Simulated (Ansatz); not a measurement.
# EuOs: the cost of one run

Computed with Ansatz 0.2.0 (DFT PBE, scalar-relativistic, plane waves, PAW, unless a step's input says otherwise).

2 further runs of the same task are left out: 2 that didn't finish. Runs told in other sessions of the task aren't counted.

## (1) The structure to begin with

It takes space group Pm-3m (No. 221, cubic). Conventional cell: a = 3.707 Å, b = 3.707 Å, c = 3.707 Å, α = 90.00°, β = 90.00°, γ = 90.00°. Eu (site symmetry m-3m) has 8 Os at 3.21 Å in its first shell of neighbours. Around Os (site symmetry m-3m) lie 8 Eu at 3.21 Å.

Coordinates:

```xyz
2
Lattice="3.7075 0.0000 0.0000 0.0000 3.7075 0.0000 0.0000 0.0000 3.7075" Properties=species:S:1:pos:R:3 pbc="T T T"
Eu    0.0000    0.0000    0.0000
Os    1.8537    1.8537    1.8537
```

Starting moments: Eu 7.00 μB.

## (2) The first run

Contents of input.yaml:

```yaml
crystal:
  lattice:
    - [3.7074599916, 0.0, 0.0]
    - [0.0, 3.7074599916, 0.0]
    - [0.0, 0.0, 3.7074599916]
  atoms:
    - { symbol: Eu, position: [0.0, 0.0, 0.0], spin: 7.0 }
    - { symbol: Os, position: [0.5, 0.5, 0.5] }
basis:
  ecutwfc: 420
  ecutrho_ratio: 4
kpoints:
  mp_grid: { grid: [10, 10, 10] }
hamiltonian:
  xc: pbe
scf:
  occupations: { method: gaussian, width: 0.05 }
output:
  forces: true
  stress: true
  eigenvalues: true
  populations: true
magnetization:
  spin_polarized: true
```

Launch:

```sh
> ansatz run input.yaml --threads 2 --pin off --max-ram 2662MiB --backend cpu --events-out ev --progress --plain --runs-dir out
```

Q: Estimate wall time and peak memory on 2 threads of Arm Neoverse V2, shared host.

About 11 s, with a peak of 0.45 GiB.
